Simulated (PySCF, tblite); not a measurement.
# C6H13P: geometry, infrared bands and NMR shifts

What infrared bands and NMR shifts should C6H13P (`[H]/P=C(\C)C(C)(C)C`) show?

The runs use tblite 0.8.0 and PySCF 2.14.0, with density-fitted response routines of our own; the level of theory stands in each step. All values are computed, except where a source is named. Atoms are numbered from 0 throughout.

### 1 The starting structure

20 atoms, charge 0, multiplicity 1; geometry from: force field or distance geometry start.

Bonds of the start (Å): C0–C1 1.53, C1–P2 1.79, C1–C3 1.57, C3–C4 1.53, C3–C5 1.55, C3–C6 1.54, C0–H7 1.08, C0–H8 1.09, C0–H9 1.08, P2–H10 1.41, C4–H11 1.10, C4–H12 1.10, C4–H13 1.11, C5–H14 1.09, C5–H15 1.10, C5–H16 1.10, C6–H17 1.10, C6–H18 1.09, C6–H19 1.09.

### 2 Geometry optimisation with GFN2-xTB

What the job is given:

```
{"job": {"kind": "relax", "xc": "GFN2-xTB", "basis": "xTB"}, "charge": 0, "multiplicity": 1}
C      1.916500     0.507800    -0.742200
C      0.996600     0.163300     0.435800
P      1.676500     0.170100     2.090900
C     -0.504300    -0.133100     0.095500
C     -1.236800     1.200700    -0.040300
C     -1.214500    -0.968000     1.193500
C     -0.616000    -0.930800    -1.214300
H      2.054800    -0.369100    -1.364200
H      1.454800     1.303300    -1.333000
H      2.888600     0.853600    -0.410500
H      2.997200     0.518500     1.729400
H     -2.300100     1.049600    -0.277100
H     -1.178200     1.795100     0.882900
H     -0.799800     1.807800    -0.854000
H     -2.239500    -1.207400     0.904700
H     -0.685100    -1.908700     1.395900
H     -1.274600    -0.419400     2.147600
H     -0.026200    -1.860800    -1.165000
H     -0.264500    -0.351200    -2.064600
H     -1.650900    -1.210500    -1.413900
```

Launch:

```
> OMP_NUM_THREADS=1 python probes_run.py task.json out
```

The driver reads the jobs from task.json and runs them one after another.

**Question.** This job is followed by: GFN2-xTB harmonic vibrations, gas phase; GIAO PBE0/pcSseg-1 NMR shielding, non-relativistic, gas phase. Predict these results of the whole session: strongest single infrared mode (GFN2-xTB); zero-point energy (GFN2-xTB); 13C shifts against TMS (PBE0/pcSseg-1, means over atoms taken as alike); 1H shifts against TMS (PBE0/pcSseg-1, means over atoms taken as alike); 31P shifts against H3PO4 (PBE0/pcSseg-1).

As calculated:

| quantity | value |
| --- | --- |
| strongest single infrared mode (GFN2-xTB) | 2209 cm⁻¹, 200 km/mol |
| zero-point energy (GFN2-xTB) | 108.5 kcal/mol |
| 13C shifts against TMS (PBE0/pcSseg-1, means over atoms taken as alike) | 248.5, 44.1, 35.7, 33.1 ppm |
| 1H shifts against TMS (PBE0/pcSseg-1, means over atoms taken as alike) | 6.08, 2.80, 1.34 ppm |
| 31P shifts against H3PO4 (PBE0/pcSseg-1) | 211.5 ppm |

**Reading.** Over 72 steps the energy fell by 0.357 eV; of the close pairs, C1–P2 changed most, 1.789 to 1.684 Å. All 54 modes are real, so the xTB geometry is a minimum. The strongest single mode, at 2209 cm⁻¹, moves mainly H10. GFN2-xTB is a fitted tight-binding method: band positions and strengths are rough. Its intensities can rank the bands wrongly. At PBE0/pcSseg-1: The widest tensor belongs to P2: span 666 ppm, with a paramagnetic part of -862 ppm.
